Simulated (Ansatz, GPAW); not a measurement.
TePb: PBE in single-zeta orbitals, run from Python

These are simulated results from GPAW 26.7.0, not measurements. The cell began as a measured structure and was relaxed with r2SCAN in plane waves (Ansatz 0.2.0). All runs are without spin polarisation.

Space group Fm-3m (No. 225), cubic; a = 6.536 Å in the conventional setting, 34.90 Å³ an atom. Around Te lie 6 Pb at 3.27 Å; around Pb lie 6 Te at 3.27 Å.

The basis is minimal: single zeta, one radial function for each shell that the log's basis lists. It describes the filled bands fairly and the empty ones poorly.

Input script:

```python
import json
from ase import Atoms
from gpaw import GPAW, PW, FermiDirac

atoms = Atoms(['Te', 'Pb'],
              cell=[[-0.0, 3.267856, 3.267856], [3.267856, -0.0, 3.267856], [3.267856, 3.267856, 0.0]],
              scaled_positions=[[0.5, 0.5, 0.5], [-0.0, 0.0, 0.0]],
              pbc=True)
calc = GPAW(mode='lcao', basis='sz(dzp)', h=0.2, xc='PBE', kpts={'size': (4, 4, 4), 'gamma': True},
            occupations=FermiDirac(0.02), maxiter=100, legacy_gpaw=True, txt='gpaw.txt')
atoms.calc = calc
res = {'energy': atoms.get_potential_energy(force_consistent=True)}
res['electrons'] = calc.get_number_of_electrons()
res['k'] = calc.get_ibz_k_points().tolist()
res['levels'] = [calc.get_eigenvalues(kpt=i).tolist() for i in range(len(res['k']))]
points = [[0.0, 0.0, 0.0], [0.5, 0.0, 0.5], [0.625, 0.25, 0.625], [0.375, 0.375, 0.75], [0.5, 0.5, 0.5], [0.5, 0.25, 0.75], [0.0, 0.0, 0.5]]
bands = calc.fixed_density(kpts=points, symmetry='off', txt='bands.txt')
res['points'] = [bands.get_eigenvalues(kpt=i).tolist() for i in range(len(points))]
json.dump(res, open('results.json', 'w'))
print('free energy (eV):', round(res['energy'], 5))
```

Command: `python run.py`. It took 5.3 s on 1 thread of Arm Neoverse N1, on a shared host, peak memory 0.15 GiB.

The log gpaw.txt, trimmed of paths, versions and times, then the last line on the terminal. An iter line gives the energy in eV and the logarithms of the changes of orbitals (plane waves alone) and density (c: converged):

```
___ ___ ___ _ _ _
 |   |   |_  | | | |

 | | | | | . | | | |

 |__ |  _|___|_____|  26.7.0
 |___|_|

Input parameters:
  basis: sz(dzp)
  h: 0.2
  kpts: {gamma: True,
         size: (4, 4, 4)}
  maxiter: 100
  mode: lcao
  occupations: {fixmagmom: False,
                name: fermi-dirac,
                width: 0.02}
  xc: PBE

System changes: positions, numbers, cell, pbc, initial_charges, initial_magmoms

Initialize ...

species:
  Te:
    name:    Tellurium
    Z:       52.0
    valence: 6
    core:    46
    charge:  0.0  # [|e|]
    compensation charges:
      type: gauss
      rc: 0.36  # [Å]
      lmax: 2
    cutoffs:
      filter: 2.09  # [Å]
      core: 3.17  # [Å]
    projectors
    | kind |    occ | energy [eV] | rcut [Å] |

    |------|--------|-------------|----------|

    |   5s |  2.000 |     -15.089 |    1.180 |

    |   5p |  4.000 |      -5.955 |    1.196 |

    |    s |        |      12.123 |    1.180 |

    |    p |        |      21.256 |    1.196 |

    |    d |        |       0.000 |    1.238 |

    LCAO basis set for Te:
      Name: sz(dzp)
      Number of radial functions: 2
      Number of spherical harmonics: 4
        l=0, rc=6.2500 Bohr: 5s-sz confined orbital
        l=1, rc=8.0156 Bohr: 5p-sz confined orbital
      Number of RI-basis functions 0

  Pb:
    name:    Lead
    Z:       82.0
    valence: 14
    core:    68
    charge:  0.0  # [|e|]
    compensation charges:
      type: gauss
      rc: 0.38  # [Å]
      lmax: 2
    cutoffs:
      filter: 2.36  # [Å]
      core: 2.43  # [Å]
    projectors
    | kind |    occ | energy [eV] | rcut [Å] |

    |------|--------|-------------|----------|

    |   6s |  2.000 |     -11.969 |    1.259 |

    |   6p |  2.000 |      -3.506 |    1.275 |

    |   5d | 10.000 |     -21.211 |    1.217 |

    |    s |        |      15.243 |    1.259 |

    |    p |        |      23.705 |    1.275 |

    |    d |        |       6.001 |    1.217 |

    LCAO basis set for Pb:
      Name: sz(dzp)
      Number of radial functions: 3
      Number of spherical harmonics: 9
        l=0, rc=6.8438 Bohr: 6s-sz confined orbital
        l=1, rc=9.8125 Bohr: 6p-sz confined orbital
        l=2, rc=4.5156 Bohr: 5d-sz confined orbital
      Number of RI-basis functions 0

Reference energy: -752065.146798  # eV

Spin-paired calculation

Convergence criteria:
 Maximum [total energy] change in last 3 cyles: 0.0005 eV / valence electron
 Maximum integral of absolute [dens]ity change: 0.0001 electrons / valence electron
 Maximum integral of absolute [eigenst]ate change: 4e-08 eV^2 / valence electron
 Maximum number of scf [iter]ations: 100
 (Square brackets indicate name in SCF output, whereas a 'c' in
 the SCF output indicates the quantity has converged.)

Symmetries present (total): 48

  ( 1  0  0)  ( 1  0  0)  ( 1  0  0)  ( 1  0  0)  ( 1  0 -1)  ( 1  0 -1)
  ( 1  0 -1)  ( 1 -1  0)  ( 0  1  0)  ( 0  0  1)  ( 1  0  0)  ( 1 -1  0)
  ( 1 -1  0)  ( 1  0 -1)  ( 0  0  1)  ( 0  1  0)  ( 1 -1  0)  ( 1  0  0)

  ( 1  0 -1)  ( 1  0 -1)  ( 1 -1  0)  ( 1 -1  0)  ( 1 -1  0)  ( 1 -1  0)
  ( 0  1 -1)  ( 0  0 -1)  ( 1  0  0)  ( 1  0 -1)  ( 0 -1  1)  ( 0 -1  0)
  ( 0  0 -1)  ( 0  1 -1)  ( 1  0 -1)  ( 1  0  0)  ( 0 -1  0)  ( 0 -1  1)

  ( 0  1  0)  ( 0  1  0)  ( 0  1  0)  ( 0  1  0)  ( 0  1 -1)  ( 0  1 -1)
  ( 1  0  0)  ( 0  1 -1)  ( 0  0  1)  (-1  1  0)  ( 1  0 -1)  ( 0  1  0)
  ( 0  0  1)  (-1  1  0)  ( 1  0  0)  ( 0  1 -1)  ( 0  0 -1)  (-1  1  0)

  ( 0  1 -1)  ( 0  1 -1)  ( 0  0  1)  ( 0  0  1)  ( 0  0  1)  ( 0  0  1)
  ( 0  0 -1)  (-1  1  0)  ( 1  0  0)  ( 0  1  0)  ( 0 -1  1)  (-1  0  1)
  ( 1  0 -1)  ( 0  1  0)  ( 0  1  0)  ( 1  0  0)  (-1  0  1)  ( 0 -1  1)

  ( 0  0 -1)  ( 0  0 -1)  ( 0  0 -1)  ( 0  0 -1)  ( 0 -1  1)  ( 0 -1  1)
  ( 1  0 -1)  ( 0  1 -1)  ( 0 -1  0)  (-1  0  0)  ( 1 -1  0)  ( 0  0  1)
  ( 0  1 -1)  ( 1  0 -1)  (-1  0  0)  ( 0 -1  0)  ( 0 -1  0)  (-1  0  1)

  ( 0 -1  1)  ( 0 -1  1)  ( 0 -1  0)  ( 0 -1  0)  ( 0 -1  0)  ( 0 -1  0)
  ( 0 -1  0)  (-1  0  1)  ( 1 -1  0)  ( 0  0 -1)  ( 0 -1  1)  (-1  0  0)
  ( 1 -1  0)  ( 0  0  1)  ( 0 -1  1)  (-1  0  0)  ( 1 -1  0)  ( 0  0 -1)

  (-1  1  0)  (-1  1  0)  (-1  1  0)  (-1  1  0)  (-1  0  1)  (-1  0  1)
  ( 0  1  0)  ( 0  1 -1)  (-1  0  1)  (-1  0  0)  ( 0  0  1)  ( 0 -1  1)
  ( 0  1 -1)  ( 0  1  0)  (-1  0  0)  (-1  0  1)  ( 0 -1  1)  ( 0  0  1)

  (-1  0  1)  (-1  0  1)  (-1  0  0)  (-1  0  0)  (-1  0  0)  (-1  0  0)
  (-1  1  0)  (-1  0  0)  ( 0  0 -1)  ( 0 -1  0)  (-1  1  0)  (-1  0  1)
  (-1  0  0)  (-1  1  0)  ( 0 -1  0)  ( 0  0 -1)  (-1  0  1)  (-1  1  0)

64 k-points: 4 x 4 x 4 Monkhorst-Pack grid + [1/8,1/8,1/8]
8 k-points in the irreducible part of the Brillouin zone
       k-points in crystal coordinates                weights
   0:     0.00000000    0.00000000    0.00000000          1/64
   1:     0.25000000    0.25000000    0.00000000          6/64
   2:     0.25000000    0.25000000    0.25000000          8/64
   3:     0.50000000    0.25000000   -0.25000000          6/64
   4:     0.50000000    0.25000000    0.25000000         12/64
   5:     0.50000000    0.50000000    0.00000000          3/64
   6:     0.50000000    0.50000000    0.25000000         24/64
   7:     0.50000000    0.50000000    0.50000000          4/64

Wave functions: LCAO
  Diagonalizer: Serial LAPACK
  Atomic Correction: dense with blas
  Data-type: complex

Occupation numbers: Fermi-Dirac:
  width: 0.0200  # eV

Eigensolver
   LCAO using direct dense diagonalizer

Densities:
  Coarse grid: 20*20*20 grid
  Fine grid: 40*40*40 grid
  Total Charge: 0.000000

Density mixing:
  Method: separate
  Backend: msr1
  Linear mixing parameter: 0.05
  old densities: 10
  Width of damping distribution: 1.1
  Damping of long wavelength oscillations: 20

Hamiltonian:
  XC and Coulomb potentials evaluated on a 40*40*40 grid
  Using the PBE Exchange-Correlation functional
  Interpolation: tri-quintic (5. degree polynomial)
  Poisson solver: FastPoissonSolver using
    Stencil: 12*3+1=37 point O(h^6) finite-difference Laplacian
    FFT axes: [np.int64(0), np.int64(1), np.int64(2)]
    FST axes: []

XC parameters: PBE with 2 nearest neighbor stencil

Memory estimate:
  Process memory now: 115.13 MiB
  Calculator: 16.05 MiB
    Density: 11.36 MiB
      Arrays: 1.59 MiB
      Localized functions: 8.55 MiB
      Mixer: 1.22 MiB
    Hamiltonian: 1.69 MiB
      Arrays: 1.04 MiB
      XC: 0.00 MiB
      Poisson: 0.00 MiB
      vbar: 0.65 MiB
    Wavefunctions: 3.00 MiB
      C [qnM]: 0.02 MiB
      S, T [2 x qmm]: 0.04 MiB
      P [aqMi]: 0.00 MiB
      BasisFunctions: 2.93 MiB
      Eigensolver: 0.00 MiB

Total number of cores used: 1

Number of atoms: 2
Number of atomic orbitals: 13
Number of bands in calculation: 13
Number of valence electrons: 20
Bands to converge: occupied
Positions:
   0 Te     3.267856    3.267856    3.267856    ( 0.0000,  0.0000,  0.0000)
   1 Pb     0.000000    0.000000    0.000000    ( 0.0000,  0.0000,  0.0000)

Unit cell:
           periodic     x           y           z      points  spacing
  1. axis:    yes   -0.000000    3.267856    3.267856    20     0.1887
  2. axis:    yes    3.267856   -0.000000    3.267856    20     0.1887
  3. axis:    yes    3.267856    3.267856    0.000000    20     0.1887

  Lengths:   4.621446   4.621446   4.621446
  Angles:   60.000000  60.000000  60.000000

Effective grid spacing dv^(1/3) = 0.2059

iter:   1    -6.383916        c
iter:   2    -6.374481        c -1.46
iter:   3    -6.332399        c -1.49
iter:   4    -6.331389        c -2.24
iter:   5    -6.331142c       c -2.55
iter:   6    -6.331141c       c -3.82
iter:   7    -6.331141c       c -5.14c

Converged after 7 iterations.

Energy contributions relative to reference atoms: (reference = -752065.146798)

Kinetic:        +61.115618
Potential:      -57.490348
External:        +0.000000
XC:             -10.113219
Entropy (-ST):   -0.000000
Local:           +0.156808
SIC:             +0.000000
--------------------------
Free energy:     -6.331141
Extrapolated:    -6.331141

Showing only first 2 kpts
 Kpt  Band  Eigenvalues  Occupancy
  0     8      4.19399    2.00000
  0     9      4.19399    2.00000
  0    10      9.65666    0.00000
  0    11      9.65718    0.00000

  1     8      3.39906    2.00000
  1     9      4.15757    2.00000
  1    10      8.08336    0.00000
  1    11     10.12992    0.00000

Fermi level: 5.99937

Gap: 0.787 eV
Transition (v -> c):
  (s=0, k=7, n=9, [0.50, 0.50, 0.50]) -> (s=0, k=7, n=10, [0.50, 0.50, 0.50])
No difference between direct/indirect transitions

free energy (eV): -6.33114
```

The gap in the log is over the mesh alone; results.json adds the listed points. PBE in single-zeta orbitals gives a gap of 0.79 eV. On the same cell, plane-wave PBE (Ansatz, 8×8×8 k points and the special points) gives a gap of 0.80 eV and r2SCAN a gap of 1.09 eV; on shared hosts these took about 5.8 and 14 core-seconds on the 2-atom cell, against 5.3 for the script. Spin-orbit coupling, left out in all these runs, can cut or reorder the gap by tenths of an eV, up to about 1 eV with Pb or Bi.

Spin-orbit coupling is left out; in compounds of Pb, Bi, Tl or Hg it can lower a gap by up to about 1 eV, split its edges or invert the bands.
